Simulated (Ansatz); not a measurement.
# Co4Ge (R-3m) in Ansatz: reference runs, part 2 of 2

Ansatz 0.2.0.

## Step 3: Single point, PBEsol, collinear spin, ferromagnetic start (atoms moved at random, drawn with an rms of 0.05 Å)

Contents of input.yaml:

```yaml
crystal:
  lattice:
    - [1.3124950637, 0.7577693783, 9.8626483117]
    - [-1.3124950637, 0.7577693783, 9.8626483117]
    - [0.0, -1.5155387567, 9.8626483117]
  atoms:
    - { symbol: Ge, position: [0.003684, -0.022598, 0.020637] }
    - { symbol: Co, position: [0.589783, 0.624152, 0.582639], spin: 2.0 }
    - { symbol: Co, position: [0.190486, 0.199747, 0.212561], spin: 2.0 }
    - { symbol: Co, position: [0.801492, 0.795969, 0.802574], spin: 2.0 }
    - { symbol: Co, position: [0.406241, 0.394196, 0.405013], spin: 2.0 }
hamiltonian:
  xc: pbesol
  pseudopotentials: { kind: paw }
magnetization:
  spin_polarized: true
kpoints:
  mp_grid: { grid: [12, 12, 12] }
scf:
  occupations: { method: fermi_dirac, width: 0.05 }
output:
  forces: true
  stress: true
  eigenvalues: true
  write_density: true
  write_potential: true
  elf: true
  volumetric_format: npy
```

Potentials or basis: Ansatz PAW.

On the command line:

```console
$ ansatz run input.yaml --threads 2 --pin off --max-ram 5632MiB --backend cpu --events-out ev --progress --plain --runs-dir out
```

What it wrote:

```text
Warning: RAYON_NUM_THREADS=2 ignored (pool sized by the plan → 2); use --threads N
basis.fft_grid_basis auto: the FFT boxes are laid along the combinations [[1, -1, 0], [0, 1, 0], [0, -1, 1]] of the cell's own vectors, 2.625, 9.978 and 2.625 Å long. The dense box has 18×72×18 points. Along the cell's own vectors, as sized, it would have 72×72×72, 16.00 times as many. basis.fft_grid_basis: typed keeps the cell's own vectors: state it where this run's energies or levels are differenced outside the engine with another run's, or held beside a run that keeps those vectors. Those combinations have planes normal to reciprocal vector 3, as the cell's own vectors have. Each planar average written beside output.write_density, output.write_potential has a row for each plane of the box: 18. The volumetric files lie along those combinations, not along the cell's own vectors: a cube or XSF file states them, and fields.json those of NumPy files.
[... 89 lines left out ...]
  k-point 1 ↑: bands = ["-78.4435", "-78.4199", "-78.0103", "-77.9939", "-41.8780", "-41.7895", "-41.7708", "-41.7589", "-41.7480", "-41.7394", "-41.3812", "-41.3688", "-41.3648", "-41.3594", "-41.3569", "-41.3511", "-7.6106", "-7.5878", "-7.5206", "-7.3582", "-7.3497", "3.3503", "9.3708", "9.5798", "12.3013", "12.6430", "13.8859", "14.5500", "14.6061", "14.7069", "14.7285", "14.7535", "14.8935", "15.0379", "15.0515", "15.1256", "15.2174", "15.5446", "15.6915", "15.7182", "15.8713", "15.9575", "16.2637", "16.5432", "16.6192", "17.0702", "22.7677", "25.4364", "27.6466", "28.7779", "32.2347", "33.4379", "34.2056", "34.9252"]
  k-point 2 ↑: bands = ["-78.4391", "-78.4176", "-78.0071", "-77.9907", "-41.8709", "-41.8178", "-41.7828", "-41.7780", "-41.7519", "-41.7386", "-41.4054", "-41.3835", "-41.3724", "-41.3657", "-41.3630", "-41.3502", "-7.6299", "-7.5402", "-7.4806", "-7.3891", "-7.3563", "3.9421", "9.9416", "10.2289", "12.6710", "13.0100", "13.8443", "14.2583", "14.4039", "14.4735", "14.7534", "14.7953", "14.9620", "15.0412", "15.0884", "15.1892", "15.3317", "15.3511", "15.5344", "15.6998", "15.9139", "16.0007", "16.2703", "16.6416", "17.1874", "17.7977", "23.4188", "24.1894", "25.7270", "27.2380", "30.8271", "31.3461", "32.3470", "33.5717"]
  k-point 867 ↓: bands = ["-76.4138", "-76.4108", "-76.3083", "-76.2830", "-39.9854", "-39.9609", "-39.7718", "-39.7560", "-39.7536", "-39.7504", "-39.7468", "-39.6612", "-39.6577", "-39.6461", "-39.6344", "-39.6327", "-7.6085", "-7.6082", "-7.5456", "-7.3578", "-7.3568", "3.1074", "8.7108", "10.6856", "11.0807", "13.5475", "14.6786", "16.1773", "16.1889", "16.2784", "16.2848", "16.4050", "16.4356", "16.4555", "16.4932", "16.5137", "16.6414", "17.0403", "17.3145", "17.3850", "17.5510", "17.5965", "17.7227", "17.7988", "18.3044", "18.3419", "21.7779", "28.9550", "29.3100", "29.6662", "29.6744", "34.1462", "34.1680", "34.5881"]
```

v_z.tsv:

```text
# z_ang	v_es[eV]	v_tot_up[eV]	v_tot_dn[eV]
# format = ansatz-planar-average/11
# xc	pbesol
# density_cutoff_ev	1680
# datasets	Ge=:simpson_from_first_knot:soft:shift=-1170623	Co=:simpson_from_first_knot:soft:shift=-648408
# lattice	1.312495064	0.757769378	9.862648312
# lattice	-1.312495064	0.757769378	9.862648312
# lattice	0.000000000	-1.515538757	9.862648312
# sites	5
# site	32	0.034494995	-0.045608623	0.016993343
# site	27	-0.045109143	0.036870785	17.718977528
# site	27	-0.012155017	-0.026437816	5.945145226
# site	27	0.007248910	-0.005824973	23.670701141
# site	27	0.015809003	-0.007266251	11.888929407
0.000000	8.420947e0	-4.193411e0	-4.169045e0
0.554356	8.218816e0	-4.465017e0	-4.439155e0
1.108712	7.939978e0	-4.857482e0	-4.829975e0
1.663069	7.587470e0	-5.333253e0	-5.306427e0
2.217425	7.146073e0	-5.900912e0	-5.878455e0
2.771781	6.717307e0	-6.446360e0	-6.424182e0
[... 10 lines left out ...]
8.869699	8.441187e0	-4.227139e0	-4.209861e0
9.424055	8.499619e0	-4.118894e0	-4.097999e0
```

Run time: 14 min. Hardware: 2 threads of Arm Neoverse V1, shared host; peak memory 3.6 GiB.

What came out:

| Item | Value |
| --- | --- |
| Free energy | -24624.7998 eV |
| Pressure | -8.4 GPa |
| Largest force | 0.214 eV/Å |
| Band gap on the k mesh | none (metal or under the smearing width) |
| Net moment | 5.91 μB per cell |
| Absolute moment | 6.57 μB per cell |
| Site moments | Ge -0.03; Co +1.34, +1.78, +1.32 μB |

Forces on the atoms (eV/Å):
```
Ge  -0.067  0.097 -0.021
Co   0.101 -0.143  0.123
Co  -0.029  0.087 -0.163
Co  -0.007 -0.008  0.114
Co   0.002 -0.031 -0.053
```

Stress tensor (GPa, compression positive):
```
-8.35 -0.42  0.34
-0.42 -9.01 -0.25
 0.34 -0.25 -7.80
```

Levels at points of the mesh, in eV from the Fermi level:
Spin up:
```csv
k point,band 41,band 42,band 43,band 44,band 45,band 46,band 47,band 48
"(0.00, 0.00, 0.00)",-1.58,-1.39,-1.22,-1.17,-0.89,-0.83,5.08,7.91
"(0.00, 0.00, -0.50)",-0.88,-0.73,-0.68,0.05,1.45,1.51,2.48,5.33
"(0.00, -0.50, 0.00)",-0.90,-0.73,-0.69,0.19,1.32,1.48,2.31,5.21
"(0.00, -0.50, -0.50)",-0.71,-0.69,-0.66,0.26,0.33,2.09,2.29,4.87
"(-0.50, 0.00, 0.00)",-0.88,-0.73,-0.68,0.09,1.38,1.57,2.46,5.37
"(-0.50, 0.00, -0.50)",-0.68,-0.67,-0.65,0.18,0.36,1.99,2.15,4.83
"(-0.50, -0.50, 0.00)",-0.73,-0.72,-0.67,0.25,0.41,2.03,2.35,4.87
"(-0.50, -0.50, -0.50)",-1.59,-1.24,-1.18,-0.88,-0.82,-0.69,3.70,11.05
```
Spin down:
| k point | band 36 | band 37 | band 38 | band 39 | band 40 | band 41 |
| --- | --- | --- | --- | --- | --- | --- |
| (0.00, 0.00, 0.00) | -0.95 | -0.92 | -0.59 | -0.12 | -0.06 | 0.10 |
| (0.00, 0.00, -0.50) | -0.51 | 0.08 | 0.22 | 0.71 | 0.78 | 0.84 |
| (0.00, -0.50, 0.00) | -0.48 | 0.04 | 0.08 | 0.72 | 0.76 | 0.81 |
| (0.00, -0.50, -0.50) | -0.07 | 0.40 | 0.43 | 0.75 | 0.78 | 0.85 |
| (-0.50, 0.00, 0.00) | -0.50 | 0.07 | 0.18 | 0.72 | 0.78 | 0.82 |
| (-0.50, 0.00, -0.50) | -0.08 | 0.33 | 0.47 | 0.75 | 0.76 | 0.85 |
| (-0.50, -0.50, 0.00) | -0.06 | 0.31 | 0.44 | 0.74 | 0.78 | 0.87 |
| (-0.50, -0.50, -0.50) | -0.93 | -0.80 | -0.40 | -0.13 | -0.06 | 0.11 |

Caveat: the PAW data sets come from PBE, with cores solved anew for the run's functional, which leaves a small shift of forces and pressure.
